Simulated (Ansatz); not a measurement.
# NbRu: properties at the relaxed cell

One table from this session's results is given with a row withheld; the runs are named, their logs left out.

Method: DFT r2SCAN, scalar-relativistic, plane waves, PAW, in Ansatz 0.2.0.

1 further run of the same task is left out (set aside as unsound or not needed).

### The starting structure

It takes space group Pm-3m (No. 221, cubic). The conventional cell has a = 3.159 Å, b = 3.159 Å, c = 3.159 Å, α = 90.00°, β = 90.00°, γ = 90.00°. Nb (site symmetry m-3m) has 8 Ru at 2.74 Å as nearest neighbours. Ru (site symmetry m-3m) is surrounded by 8 Nb at 2.74 Å.

Coordinates:

```xyz
2
Lattice="3.1587 0.0000 0.0000 0.0000 3.1587 0.0000 0.0000 0.0000 3.1587" Properties=species:S:1:pos:R:3 pbc="T T T"
Nb    0.0000    0.0000    0.0000
Ru    1.5793    1.5793    1.5793
```

This cell was relaxed beforehand with the same method: volume 15.76 Å³/atom, gap on the mesh none (metal).

Set-up of the first run:

Contents of input.yaml:

```yaml
crystal:
  lattice:
    - [3.1586831073, 0.0, 0.0]
    - [0.0, 3.1586831073, 0.0]
    - [0.0, 0.0, 3.1586831073]
  atoms:
    - { symbol: Nb, position: [0.0, 0.0, 0.0] }
    - { symbol: Ru, position: [0.5, 0.5, 0.5] }
basis:
  ecutwfc: 500
kpoints:
  mp_grid: { grid: [14, 14, 14] }
  band_path:
    path:
      - [[0.0, 0.0, 0.0], [0.0, 0.5, 0.0], [0.5, 0.5, 0.0], [0.0, 0.0, 0.0], [0.5, 0.5, 0.5], [0.0, 0.5, 0.0]]
      - [[0.5, 0.5, 0.5], [0.5, 0.5, 0.0]]
    npoints: 14
hamiltonian:
  xc: r2scan
scf:
  occupations: { method: gaussian, width: 0.1 }
  n_extra_bands: 6
output:
  forces: true
  stress: true
  eigenvalues: true
  populations: true
  dos: { projected: true, de: 0.02, nscf_kmesh: { grid: [21, 21, 21] } }
  bader: true
  write_density: true
  write_potential: true
  elf: true
  volumetric_format: npy
```

On the command line:

```console
$ ansatz run input.yaml --threads 1 --pin off --max-ram 2560MiB --backend cpu --events-out ev --progress --plain --runs-dir out
```

Among the steps run: Static run: bands, density of states and charges; Volume × 0.97; Volume × 1.03; Volume × 0.94; The cell scaled to 1.06 of its volume.

One of the session's tables, all rows but one given; the rest of the session is left out.

It belongs to the step «Energy against volume». 

| volume (Å³/atom) | energy above the lowest point (meV/atom) | pressure (GPa) |
| --- | --- | --- |
| 14.812 | 48.4 | 17.48 |
| 15.285 | ? | ? |
| 15.758 | 0.0 | -0.02 |
| 16.230 | 10.7 | -6.89 |
| 16.703 | 40.2 | -12.75 |

**Question.** Estimate the row for volume (Å³/atom) = 15.285.

Worked estimate for «energy above the lowest point (meV/atom)». A straight line through the neighbours (14.812, 48.4) and (15.758, 0.0) gives 48.4 + (0.0 − 48.4) × (15.285 − 14.812) / (15.758 − 14.812) = 24.2; a parabola fitted to 3 rows on both sides gives 12.6.

The run gave: energy above the lowest point (meV/atom): 11.3; pressure (GPa): 8.04. In «energy above the lowest point (meV/atom)» the line misses by +12.9 and the parabola by +1.3.
